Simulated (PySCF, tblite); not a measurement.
# C5H8BFO: geometry, infrared bands and NMR shifts

Aim: predict the infrared bands and NMR shifts of C5H8BFO (`BC1=C[C@H](F)COC1`).

The runs use tblite 0.8.0 and PySCF 2.14.0, with density-fitted response routines of our own; the level of theory stands in each step. All values are computed, except where a source is named. Atoms count from 0, in the outputs and in this text.

## (1) Starting geometry

16 atoms, charge 0, multiplicity 1; geometry from: force field or distance geometry start.

Bonds of the start (Å): B0–C1 1.58, C1–C2 1.34, C2–C3 1.51, C3–F4 1.37, C3–C5 1.53, C5–O6 1.42, O6–C7 1.42, C7–C1 1.52, B0–H8 1.18, B0–H9 1.18, C2–H10 1.08, C3–H11 1.13, C5–H12 1.11, C5–H13 1.10, C7–H14 1.10, C7–H15 1.11.

## (2) Relaxing the molecule with GFN2-xTB

The job: settings as JSON, then the geometry in Å.

```
{"job": {"kind": "relax", "xc": "GFN2-xTB", "basis": "xTB"}, "charge": 0, "multiplicity": 1}
B      2.473600     0.099600    -0.580900
C      0.953100     0.042000    -0.145900
C      0.208800    -1.027400    -0.458900
C     -1.238500    -1.108300    -0.034400
F     -2.011500    -1.589800    -1.064200
C     -1.766600     0.251600     0.424200
O     -0.826800     0.872300     1.287200
C      0.340500     1.232300     0.567000
H      2.965100    -0.801600    -1.162300
H      3.111200     1.056500    -0.329400
H      0.632700    -1.877800    -0.979600
H     -1.306700    -1.836000     0.822000
H     -1.991500     0.901000    -0.442600
H     -2.711000     0.107500     0.974800
H      1.064300     1.664800     1.280600
H      0.095800     2.022400    -0.169000
```

Run with:

```bash
OMP_NUM_THREADS=1 python probes_run.py task.json out
```

One launch serves the whole session: the jobs run in the order shown.

**Question.** This job is followed by: GFN2-xTB harmonic vibrations, gas phase; GIAO PBE0/pcSseg-1 NMR shielding, non-relativistic, gas phase. Predict these results of the whole session: strongest single infrared mode (GFN2-xTB); zero-point energy (GFN2-xTB); 13C shifts against TMS (PBE0/pcSseg-1); 1H shifts against TMS (PBE0/pcSseg-1, means over atoms taken as alike); 11B shifts against BF3·OEt2 (PBE0/pcSseg-1); 19F shifts against CFCl3 (PBE0/pcSseg-1); 17O shifts against H2O (PBE0/pcSseg-1); surface potential, 1st and 99th percentile.

As calculated:

```
                                                              quantity                                         value
                             strongest single infrared mode (GFN2-xTB)                         2695 cm⁻¹, 114 km/mol
                                          zero-point energy (GFN2-xTB)                                 75.7 kcal/mol
                                13C shifts against TMS (PBE0/pcSseg-1)            166.7, 155.9, 86.9, 74.1, 68.2 ppm
1H shifts against TMS (PBE0/pcSseg-1, means over atoms taken as alike)  7.49, 6.91, 5.44, 4.76, 4.66, 4.46, 3.42 ppm
                           11B shifts against BF3·OEt2 (PBE0/pcSseg-1)                                      72.6 ppm
                              19F shifts against CFCl3 (PBE0/pcSseg-1)                                    -228.2 ppm
                                17O shifts against H2O (PBE0/pcSseg-1)                                      35.5 ppm
                                 surface potential, 1st and 99th percentile                            -1.20 V and 1.22 V
```

**Reading.** Over 60 steps the energy fell by 0.116 eV; of the close pairs, B0–C1 changed most, 1.583 to 1.544 Å. No mode is imaginary among the 42: a minimum at this level. The strongest single mode, at 2695 cm⁻¹, moves mainly H8 and H9. GFN2-xTB is a fitted tight-binding method: band positions and strengths are rough. Its intensities can rank the bands wrongly. H10 (hydrogen on an alkene CH) lies farthest downfield among hydrogen, at 7.49 ppm; attached to an sp2 carbon and in the plane of the double bond. At PBE0/pcSseg-1: Shielding is most anisotropic at C1 (span 245 ppm, paramagnetic term -228 ppm). At PBE0/pcSseg-1, counted by nearest atom on the grid, the HOMO lies on O6 53 %; H15 7 %, the LUMO on B0 39 %; C2 22 %.
